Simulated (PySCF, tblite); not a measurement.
# C₆H₂F₂O₂S: infrared bands and NMR shifts

What infrared bands and NMR shifts should C₆H₂F₂O₂S (`O=C(F)c1ccc(C(=O)F)s1`) show?

The runs use tblite 0.8.0 and PySCF 2.14.0, with density-fitted response routines of our own; the level of theory stands in each step. All values are computed, except where a source is named. Atoms are numbered from 0 throughout.

## 1. The molecule as given

13 atoms, charge 0, multiplicity 1; geometry from: GFN2-xTB.

Bonds of the start (Å): O0–C1 1.18, C1–F2 1.37, C1–C3 1.45, C3–C4 1.38, C4–C5 1.39, C5–C6 1.38, C6–C7 1.45, C7–O8 1.18, C7–F9 1.37, C6–S10 1.73, S10–C3 1.73, C4–H11 1.08, C5–H12 1.08.

## 2. Infrared spectrum with GFN2-xTB

What the job is given:

```
{"job": {"kind": "ir", "xc": "GFN2-xTB", "basis": "xTB"}, "charge": 0, "multiplicity": 1}
O     -3.060883    -1.288108    -1.252878
C     -2.159810    -0.568234    -1.515253
F     -2.141770     0.089349    -2.712576
C     -0.985637    -0.238216    -0.730291
C      0.049353     0.611228    -1.071047
C      1.017828     0.693155    -0.073088
C      0.711844    -0.094859     1.019702
C      1.480146    -0.261008     2.238304
O      1.247040    -0.925814     3.188436
F      2.618854     0.492536     2.199400
S     -0.775965    -0.947043     0.828517
H      0.088107     1.141788    -2.005246
H      1.906503     1.295712    -0.131708
```

**Question.** This job is followed by: GIAO PBE0/pcSseg-1 NMR shielding, non-relativistic, gas phase. Predict these results of the whole session: strongest single infrared mode (GFN2-xTB); zero-point energy (GFN2-xTB); ¹³C shifts against TMS (PBE0/pcSseg-1, means over atoms taken as alike); ¹H shifts against TMS (PBE0/pcSseg-1, means over atoms taken as alike); ¹⁷O shifts against H2O (PBE0/pcSseg-1, means over atoms taken as alike); ¹⁹F shifts against CFCl3 (PBE0/pcSseg-1, means over atoms taken as alike); ³³S shifts against CS2 (PBE0/pcSseg-1).

**Answer**, as computed:

| quantity | value |
| --- | --- |
| strongest single infrared mode (GFN2-xTB) | 1819 cm⁻¹, 539 km/mol |
| zero-point energy (GFN2-xTB) | 42.6 kcal/mol |
| ¹³C shifts against TMS (PBE0/pcSseg-1, means over atoms taken as alike) | 159.3, 148.1, 143.2 ppm |
| ¹H shifts against TMS (PBE0/pcSseg-1, means over atoms taken as alike) | 8.03 ppm |
| ¹⁷O shifts against H2O (PBE0/pcSseg-1, means over atoms taken as alike) | 440.0 ppm |
| ¹⁹F shifts against CFCl3 (PBE0/pcSseg-1, means over atoms taken as alike) | 28.0 ppm |
| ³³S shifts against CS2 (PBE0/pcSseg-1) | 285 ppm |

**Reading.** All 33 modes are real, so the xTB geometry is a minimum. The strongest single mode, at 1819 cm⁻¹, is carried by C7, C1, O8, O0. Unscaled tight-binding wavenumbers are off by several per cent, some by more. Its intensities can rank the bands wrongly. At PBE0/pcSseg-1: Shielding is most anisotropic at O0, O8 (span 589 ppm, paramagnetic term -504 ppm). NICS(1)zz of -24 ppm above the planar ring from C3 marks a diatropic (aromatic) ring current.
